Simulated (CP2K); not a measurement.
# C2H4BFS (SMILES FCC1BS1) at GFN1-xTB

What is the vertical ionisation energy of C2H4BFS at GFN1-xTB? 

Program for the calculation: CP2K 2026.2.

## 1. Starting point

C2H4BFS: 9 atoms, total charge 0, spin state singlet. SMILES: `FCC1BS1`. The coordinates come from a GFN2-xTB relaxation. This is one conformer, not always the lowest.

Bond lengths: F1–C2 1.376 Å, C2–C3 1.506 Å, C3–B4 1.542 Å, C3–S5 1.861 Å, B4–S5 1.721 Å, C2–H6 1.098 Å, C2–H7 1.095 Å, C3–H8 1.087 Å, B4–H9 1.151 Å. Some angles: F1–C2–C3 111.4°, C2–C3–B4 123.9°, C2–C3–S5 116.6°, B4–C3–S5 59.9°, C3–B4–S5 69.3°, C3–S5–B4 50.8°, F1–C2–H6 106.2°, F1–C2–H7 106.8°, C3–C2–H6 110.2°, C3–C2–H7 112.1°.

## 2. Energy and gradient at GFN1-xTB

molecule.inp

```
&GLOBAL
  PROJECT_NAME molecule
  RUN_TYPE ENERGY_FORCE
  PRINT_LEVEL MEDIUM
&END GLOBAL

&FORCE_EVAL
  METHOD Quickstep
  &DFT
    CHARGE 0
    MULTIPLICITY 1
    &QS
      METHOD XTB
      EPS_DEFAULT 1.0E-10
      &XTB
        GFN_TYPE 1
        CHECK_ATOMIC_CHARGES F
      &END XTB
    &END QS
    &POISSON
      PERIODIC NONE
      POISSON_SOLVER ANALYTIC
    &END POISSON
    &SCF
      SCF_GUESS ATOMIC
      EPS_SCF 1.0E-07
      MAX_SCF 40
      &OT ON
        MINIMIZER DIIS
        PRECONDITIONER FULL_SINGLE_INVERSE
      &END OT
      &OUTER_SCF
        EPS_SCF 1.0E-07
        MAX_SCF 8
      &END OUTER_SCF
    &END SCF
    &PRINT
      &MOMENTS
        PERIODIC F
        REFERENCE COM
        MAX_MOMENT 1
      &END MOMENTS
      &MO_CUBES
        NLUMO 3
        NHOMO -1
        WRITE_CUBE F
      &END MO_CUBES
      &HIRSHFELD OFF
      &END HIRSHFELD
    &END PRINT
  &END DFT
  &SUBSYS
    &CELL
      ABC [angstrom] 11.2 11.1 11.7
      PERIODIC NONE
    &END CELL
    &COORD
      F      1.380880    -0.202250    -1.704870
      C      0.836990     0.419510    -0.604640
      C     -0.452650    -0.235290    -0.185070
      B     -1.038920    -0.147730     1.238790
      S     -0.313130    -1.685280     0.973200
      H      0.654580     1.460520    -0.901210
      H      1.593610     0.383570     0.186080
      H     -1.077120    -0.464470    -1.044150
      H     -1.584230     0.471410     2.041860
    &END COORD
    &TOPOLOGY
      &CENTER_COORDINATES
      &END CENTER_COORDINATES
    &END TOPOLOGY
  &END SUBSYS
  &PRINT
    &FORCES ON
    &END FORCES
  &END PRINT
&END FORCE_EVAL
```

Started as:

```sh
OMP_NUM_THREADS=1 cp2k.psmp -i molecule.inp -o molecule.out
```

Standard output:

```text
CP2K| version string:                                       CP2K version 2026.2
[...]
 GLOBAL| Method name                                                        CP2K
[...]
 GLOBAL| Run type                                                   ENERGY_FORCE
[...]
                             - Atoms:                                          9
[...]
                             - Spherical basis functions:                     33
[...]
 Number of electrons:                                                         28
[...]
     1 OT DIIS     0.80E-01    0.0     0.07615546       -16.5273523825 -1.65E+01
[...]
    17 OT DIIS     0.80E-01    0.0     0.00000007       -16.6016116783 -8.31E-13
  *** SCF run converged in    17 steps ***
[...]
 TB_DIPOLE| Moment [Debye]         -1.39276171       1.57095752       1.73742099
 TB_DIPOLE| Derivative [a.u.]       0.00000000       0.00000000       0.00000000
[...]
 ENERGY| Total FORCE_EVAL ( QS ) energy [hartree]            -16.601611678255679
 FORCES| Atomic forces [hartree/bohr]
 FORCES|   Atom     x               y               z               |f|
 FORCES|      1 -2.91555033E-03 -1.04621100E-03  1.99163576E-03   3.68260834E-03
 FORCES|      2  1.72758071E-03  2.13181181E-03  8.30752218E-04   2.86693320E-03
 FORCES|      3  1.53227837E-03 -1.13646301E-03 -5.86794484E-03   6.17026756E-03
 FORCES|      4 -1.85976403E-03  3.49708990E-03 -1.09832590E-04   3.96237596E-03
 FORCES|      5  5.91597998E-03 -1.08746414E-02 -7.79557100E-04   1.24042071E-02
 FORCES|      6  2.65671769E-04  5.39364303E-04 -2.57930285E-04   6.54234952E-04
 FORCES|      7 -4.32997732E-05 -7.69904392E-06  5.62735478E-04   5.64451383E-04
 FORCES|      8 -1.39709531E-03  1.41469767E-03  5.59798423E-04   2.06557960E-03
 FORCES|      9 -3.22580138E-03  5.48205081E-03  3.07034294E-03   7.06297964E-03
 FORCES| Sum    -2.62376926E-16  7.54604712E-17 -1.03216047E-16
 FORCES| Total atomic force                                       2.91872380E-16
[...]
```

Run time: 0.72 s. Hardware: 1 thread of Arm Neoverse N1, shared host; peak memory 0.15 GiB.

## 3. The doublet cation, same level

gas.inp

```
&GLOBAL
 PROJECT_NAME gas
 RUN_TYPE ENERGY_FORCE
 PRINT_LEVEL MEDIUM
&END GLOBAL

&FORCE_EVAL
 METHOD QUICKSTEP
 &DFT
  CHARGE 1
  MULTIPLICITY 2
  UKS T
  # Quickstep
  &QS
   METHOD XTB
   EPS_DEFAULT 1.0E-10
   &XTB
    GFN_TYPE 1
    CHECK_ATOMIC_CHARGES F
   &END XTB
  &END QS
  &POISSON
   PERIODIC NONE
   POISSON_SOLVER ANALYTIC
  &END POISSON
  # self-consistent field
  &SCF
   SCF_GUESS ATOMIC
   EPS_SCF 1.0E-07
   MAX_SCF 40
   &OT
    MINIMIZER CG
    PRECONDITIONER FULL_ALL
   &END OT
   &OUTER_SCF
    EPS_SCF 1.0E-07
    MAX_SCF 10
   &END OUTER_SCF
  &END SCF
  &PRINT
   &MOMENTS
    PERIODIC F
    REFERENCE COM
    MAX_MOMENT 1
   &END MOMENTS
   &MO_CUBES
    NLUMO 1
    NHOMO -1
    WRITE_CUBE F
   &END MO_CUBES
   &HIRSHFELD OFF
   &END HIRSHFELD
  &END PRINT
 &END DFT
 # structure
 &SUBSYS
  # box in angstrom
  &CELL
   ABC 11.2 11.1 11.7
   PERIODIC NONE
  &END CELL
  &COORD
   F      1.380880    -0.202250    -1.704870
   C      0.836990     0.419510    -0.604640
   C     -0.452650    -0.235290    -0.185070
   B     -1.038920    -0.147730     1.238790
   S     -0.313130    -1.685280     0.973200
   H      0.654580     1.460520    -0.901210
   H      1.593610     0.383570     0.186080
   H     -1.077120    -0.464470    -1.044150
   H     -1.584230     0.471410     2.041860
  &END COORD
  &TOPOLOGY
   &CENTER_COORDINATES
   &END CENTER_COORDINATES
  &END TOPOLOGY
 &END SUBSYS
 &PRINT
  &FORCES ON
  &END FORCES
 &END PRINT
&END FORCE_EVAL
```

Started as:

```sh
OMP_NUM_THREADS=1 cp2k.psmp -i gas.inp -o gas.out
```

Standard output:

```text
CP2K| version string:                                       CP2K version 2026.2
[...]
 GLOBAL| Method name                                                        CP2K
[...]
 GLOBAL| Run type                                                   ENERGY_FORCE
[...]
                             - Atoms:                                          9
[...]
                             - Spherical basis functions:                     33
[...]
 Number of electrons:                                                         14
[...]
     1 OT CG       0.15E+00    0.0     0.05019954       -15.8880160283 -1.59E+01
[...]
    26 OT CG       0.21E+00    0.0     0.00000008       -16.0338194729 -1.15E-12
  *** SCF run converged in    26 steps ***
[...]
 TB_DIPOLE| Moment [Debye]         -2.75931565       2.93408854       2.71228708
 TB_DIPOLE| Derivative [a.u.]       0.00000000       0.00000000       0.00000000
[...]
 ENERGY| Total FORCE_EVAL ( QS ) energy [hartree]            -16.033819472874246
 FORCES| Atomic forces [hartree/bohr]
 FORCES|   Atom     x               y               z               |f|
 FORCES|      1 -1.45520304E-02  3.70649705E-03  1.91333751E-02   2.43225359E-02
 FORCES|      2  2.01799515E-02  1.40381839E-02 -2.09166707E-02   3.22770532E-02
 FORCES|      3 -3.82952221E-03 -1.63824507E-02  1.75554152E-02   2.43154793E-02
 FORCES|      4 -1.16975463E-02  3.54508872E-02  6.43684308E-03   3.78818022E-02
 FORCES|      5  9.61581656E-03 -3.22391548E-02 -1.86682633E-02   3.84750710E-02
 FORCES|      6 -1.26532629E-03 -1.35269648E-04 -9.56825863E-04   1.59212570E-03
 FORCES|      7 -1.61341703E-03 -2.65431467E-03  4.67638275E-04   3.14120780E-03
 FORCES|      8  4.30619465E-03 -6.36974092E-03 -5.69390399E-03   9.56752081E-03
 FORCES|      9 -1.14412055E-03  4.58536261E-03  2.64239223E-03   5.41449894E-03
 FORCES| Sum    -5.33427469E-17  2.90566182E-16  1.78676518E-16
 FORCES| Total atomic force                                       3.45252738E-16
[...]
```

Wall time 2.5 s (1 thread of Arm Neoverse N1, shared host); peak memory 0.15 GiB.

## 4. Outcome

Level: GFN1-xTB.

```
                                                  quantity         value
                             singlet C2H4BFS: total energy  -16.60161 Eh
singlet C2H4BFS: dipole moment (from atomic charges alone)        2.73 D
                              singlet C2H4BFS: HOMO energy     -11.79 eV
                        singlet C2H4BFS: dispersion energy  -7.42 kJ/mol
                 singlet C2H4BFS: largest force on an atom    0.638 eV/Å
                              doublet cation: total energy  -16.03382 Eh
        doublet cation: HOMO energy (highest over α and β)     -18.98 eV
                         doublet cation: dispersion energy  -7.42 kJ/mol
                  doublet cation: largest force on an atom    1.978 eV/Å
        vertical ionisation energy (to the doublet cation)     15.450 eV
```

Removing an electron at fixed nuclei costs 15.45 eV (1491 kJ/mol). The largest force (singlet C2H4BFS) is 0.64 eV/Å: the shape isn't a stationary point for this species at this level. No empirical shift is applied, and without it xTB methods put this difference several eV too high. The dipole (singlet C2H4BFS) comes from point charges on the atoms alone, without atomic dipoles, so it is partial.
